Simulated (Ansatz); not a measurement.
# Cs: the crystal squeezed far

The task here is to estimate one member of a computed series from the others.

Computed with Ansatz 0.2.0 (DFT LDA, with the methods named in each step, unless a step's input says otherwise).

1 further run of the same task is left out (it didn't finish). Runs told in other sessions of the task aren't counted.

## The starting structure

It takes space group P6_3/mmc (No. 194, hexagonal). Conventional cell: a = 5.153 Å, b = 5.153 Å, c = 8.347 Å, α = 90.00°, β = 90.00°, γ = 120.00°.

As a file:

```cif
data_structure
_symmetry_space_group_name_H-M 'P6_3/mmc'
_symmetry_Int_Tables_number 194
_cell_length_a 5.1525
_cell_length_b 5.1525
_cell_length_c 8.3471
_cell_angle_alpha 90.000
_cell_angle_beta 90.000
_cell_angle_gamma 120.000
_cell_volume 191.92
loop_
_atom_site_label
_atom_site_type_symbol
_atom_site_symmetry_multiplicity
_atom_site_Wyckoff_symbol
_atom_site_fract_x
_atom_site_fract_y
_atom_site_fract_z
_atom_site_occupancy
Cs1 Cs 2 c 0.33333 0.66667 0.25000 1
```

The file gives the conventional cell by its symmetry; the runs use the cell typed in the input.

Whether this phase is the stable one at these pressures isn't tested.

Atoms are numbered in the order of the input: Cs1, Cs2.

Set-up of the first run:

The input, input.yaml:

```yaml
crystal:
  lattice:
    - [5.1525456203, 0.0, 0.0]
    - [-2.5762728102, 4.4622354014, 0.0]
    - [0.0, 0.0, 8.3471239049]
  atoms:
    - { symbol: Cs, position: [0.3333333333, 0.6666666667, 0.25] }
    - { symbol: Cs, position: [0.6666666667, 0.3333333333, 0.75] }
kpoints:
  mp_grid: { grid: [9, 9, 5] }
scf:
  occupations: { method: fermi_dirac, width: 0.1 }
hamiltonian:
  xc: lda
  pseudopotentials: { kind: paw }
output:
  forces: true
  stress: true
relax:
  f_tol: 0.005
  max_steps: 40
  cell: {}
```

Launch:

```bash
ansatz run input.yaml --threads 1 --pin off --max-ram 2048MiB --backend cpu --events-out ev --progress --plain --runs-dir out
```

Among the steps run: Cell relaxed at zero pressure, PAW; Volume scaled by 1, PAW; Shape and atoms relaxed at 0.9 of the volume, PAW; Volume scaled by 0.9, PAW; Shape and atoms relaxed at 0.8 of the volume, PAW; Volume scaled by 0.8, PAW; Volume scaled by 0.8, PAW (level accurate); Shape and atoms relaxed at 0.7 of the volume, PAW; Volume scaled by 0.7, PAW; Shape and atoms relaxed at 0.6 of the volume, PAW; Volume scaled by 0.6, PAW; Shape and atoms relaxed at 0.5 of the volume, PAW; Volume scaled by 0.5, PAW; Shape and atoms relaxed at 0.4 of the volume, PAW; Volume scaled by 0.4, PAW.

One table of the session follows, with a row left open; its other results are not shown here.

```
              method  volume over the first  volume (Å³/atom)  pressure (GPa)
                 PAW                      1            95.958            0.00
                 PAW                    0.9            86.362            0.30
                 PAW                    0.8            76.766            0.75
                 PAW                    0.7            67.171            1.42
                 PAW                    0.6            57.575            2.31
                 PAW                    0.5                 ?               ?
                 PAW                    0.4            38.383            4.76
PAW (level accurate)                    0.8            76.766            0.75
```

Q: Estimate the row for PAW, 0.5 from the others.

The run gave: volume (Å³/atom): 47.979; pressure (GPa): 3.37. In the column «volume (Å³/atom)» it lies between PAW, 0.4 (38.383) and PAW, 0.6 (57.575).
